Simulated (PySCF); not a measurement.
# HgH2: other functionals and bases at one geometry

One table from this session's results is given with a row withheld; the runs are named, their logs left out.

Method: several levels, as the steps say, no spin–orbit coupling; program: PySCF 2.14.0.

1 further run of the same task is left out (for a known fault of the program).

### The starting structure

3 atoms, charge 0, spin multiplicity 1.

Bond lengths: Hg1–H2 1.656 Å, Hg1–H3 1.656 Å. Angles: H2–Hg1–H3 180.0°.

As a file:

```xyz
3
H2Hg
Hg    0.00000    0.00000    0.48266
H     1.65622    0.00000    0.48307
H    -1.65622    0.00000    0.48307
```

Formal oxidation states: Hg +2. An earlier session relaxed this geometry at PBE0, Hg def2-SVP with ECP60, H def2-SVP (singlet, point group D∞h).

At PBE0 on the finer grid: E = -154.637391 Eh, HOMO -8.00 eV, LUMO -0.52 eV, Mulliken charge on Hg1 +0.27 e, largest force component 0.002 eV/Å. 

Levels to run: PBE; BLYP; PBE0, TZVP. Hardware: 2 threads of Arm Neoverse V1, shared host.

Set-up of the first run:

Contents of run.py (the lines that set the calculation):

```python
mol = gto.M(atom='''
Hg     0.00000     0.00000     0.48266
H      1.65622     0.00000     0.48307
H     -1.65622     0.00000     0.48307''',
    basis={'Hg': 'def2-SVP', 'H': 'def2-SVP'},
    ecp={'Hg': 'def2-SVP'},
    charge=0, spin=0)
mf = dft.RKS(mol, xc='PBE')
mf.grids.atom_grid = (75, 302)
mf = mf.density_fit()  # fitting sets: Hg def2-universal-JKFIT, H def2-universal-JKFIT
mf.conv_tol = 1e-08; mf.max_cycle = 55
mf.kernel(dm0)  # dm0: the density of the relaxed state
```

Run with:

```
$ OMP_NUM_THREADS=2 python run.py
```

Among the steps run: PBE; BLYP; PBE0, TZVP.

One table of the session follows, with a row left open; its other results are not shown here.

| level | HOMO (eV) | gap (eV) | charge on Hg1 (e) | largest force component (eV/Å) |
| --- | --- | --- | --- | --- |
| PBE0 (relaxed here) | -8.00 | 7.48 | 0.27 | 0.00 |
| PBE | -6.88 | 5.69 | 0.23 | 0.16 |
| BLYP | -6.78 | 5.59 | 0.24 | 0.29 |
| PBE0, TZVP | ? | ? | ? | ? |

Estimate the missing values for PBE0, TZVP.

As computed: HOMO (eV): -8.08; gap (eV): 7.30; charge on Hg1 (e): 0.20; largest force component (eV/Å): 0.12. In the column «HOMO (eV)» it is the lowest.

In one basis the HOMO–LUMO gap runs from 5.59 eV (BLYP) to 7.48 eV (PBE0). The largest leftover force, 0.29 eV/Å with BLYP, stands at a geometry relaxed at another level. Total energies of different levels can't be compared.
